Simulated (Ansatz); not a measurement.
Consider a formation energy from the elements of ZnNi3 and its elements (Ansatz 0.2.0, Python API).

Script `znni3.py`:
```python
# -*- coding: utf-8 -*-
from collections import Counter
import warnings

import ansatz
from ase import Atoms
import numpy as np

POLARISED = {"ZnNi3", "Ni"}


def ground_state(name, crystal):
    calc = (
        crystal.calculation()
        .functional("r2SCAN")
        .basis(600)
        .kpoints(spacing=0.33)
        .occupations("fermi_dirac", width=0.05)
        .stress()
    )
    if name in POLARISED:
        calc = calc.spin("collinear")
    calc = calc.relax(force_tolerance=0.02, fix_cell=["shape"])
    return calc.run()


def counts(outcome):
    return Counter(site.symbol for site in outcome.lattice.sites)

def formation_energy(outcome, mu):
    n = counts(outcome)
    return (outcome.report["energy_sigma0_ev"] - sum(k * mu[element] for element, k in n.items())) / sum(n.values())


def volume_per_atom(outcome):
    return abs(np.linalg.det(outcome.lattice.cell_ang)) / len(outcome.lattice.sites)


def main():
    warnings.simplefilter("ignore", ansatz.DeckWarning)

    phases = {}
    atoms = Atoms(
        ["Zn", "Ni", "Ni", "Ni"],
        scaled_positions=[
            (0.0, 0.0, 0.0),
            (0.0, 0.5, 0.5),
            (0.5, 0.0, 0.5),
            (0.5, 0.5, 0.0),
        ],
        cell=[
            (3.531467, 0.0, 0.0),
            (0.0, 3.531467, 0.0),
            (0.0, 0.0, 3.531467),
        ],
        pbc=True,
    )
    atoms.set_initial_magnetic_moments([0.0, 1.5, 1.5, 1.5])
    znni3 = ansatz.Crystal.from_ase(atoms)
    phases["ZnNi3"] = znni3
    zn = (
        ansatz.Lattice.from_parameters(2.67, 2.67, 4.966, alpha=90, beta=90, gamma=120)
        .space_group(194)
        .atom("Zn", (1 / 3, 2 / 3, 0.25))
    )
    phases["Zn"] = zn
    ni = (
        ansatz.Lattice.of((0.0, 1.761935, 1.761935), (1.761935, 0.0, 1.761935), (1.761935, 1.761935, 0.0))
        .atom("Ni", (0.0, 0.0, 0.0))
        .moments(Ni=1.5)
    )
    phases["Ni"] = ni

    done = {}
    for name, crystal in phases.items():
        done[name] = ground_state(name, crystal)
        print(f"{name}: {done[name].report['energy_sigma0_ev']:.4f} eV, {len(done[name].lattice.sites)} atoms")

    references = {"Zn": "Zn", "Ni": "Ni"}
    mu = {element: done[name].report["energy_sigma0_ev"] / len(done[name].lattice.sites) for element, name in references.items()}

    target = done["ZnNi3"]
    heat = formation_energy(target, mu)
    for element, value in mu.items():
        print(f"mu({element}) = {value:.4f} eV from {references[element]}, {volume_per_atom(done[references[element]]):.2f} A^3/atom")
    print(f"formation energy of ZnNi3: {heat:.4f} eV/atom = {96.4853 * heat:.1f} kJ/mol of atoms")


if __name__ == "__main__":
    main()
```

Is ZnNi3 bound against its elements at this level, and by how much?

The formation energy is -0.107 eV an atom (-10.3 kJ per mole of atoms), so ZnNi3 lies below the reference phases.

What the script printed:

Output of `python znni3.py`:
```text
ZnNi3: -20861.9778 eV, 4 atoms
Zn: -6651.2964 eV, 2 atoms
Ni: -5845.3008 eV, 1 atoms
mu(Zn) = -3325.6482 eV from Zn, 14.35 A^3/atom
mu(Ni) = -5845.3008 eV from Ni, 10.51 A^3/atom
formation energy of ZnNi3: -0.1068 eV/atom = -10.3 kJ/mol of atoms
```

What to keep in mind:
- Total energies depend on the potentials; only differences at equal settings carry meaning.
- Other magnetic orders than the one started from may lie lower.
- For the metals among these phases the mesh is modest: differences between phases can be off by up to 40 meV an atom.
- Atoms and volume are relaxed with the cell's shape held, which in cells of lower than cubic symmetry can hide stresses and shift volumes.
- r2SCAN tends to overestimate the moments of itinerant magnets.
- The cells come from databases of deposited and of computed structures, and not all need be stable phases.
- The compound is the structure given, not necessarily its lowest; energies are at zero temperature, with no correction for gases. Magnetic phases start from parallel moments and may not end in their lowest magnetic state. A semilocal functional's error on such energies is often 0.05 to 0.1 eV an atom, and 0.1 to 0.3 eV against gases such as O2 or F2.
- Wall time of the script: 99 s on 1 thread of Arm Neoverse V1 (shared host), peak memory 0.62 GiB.

(A comment or docstring line of the script was reworded after the run, the code is as it ran; lines on the test bed's own set-up are left out of the output.)
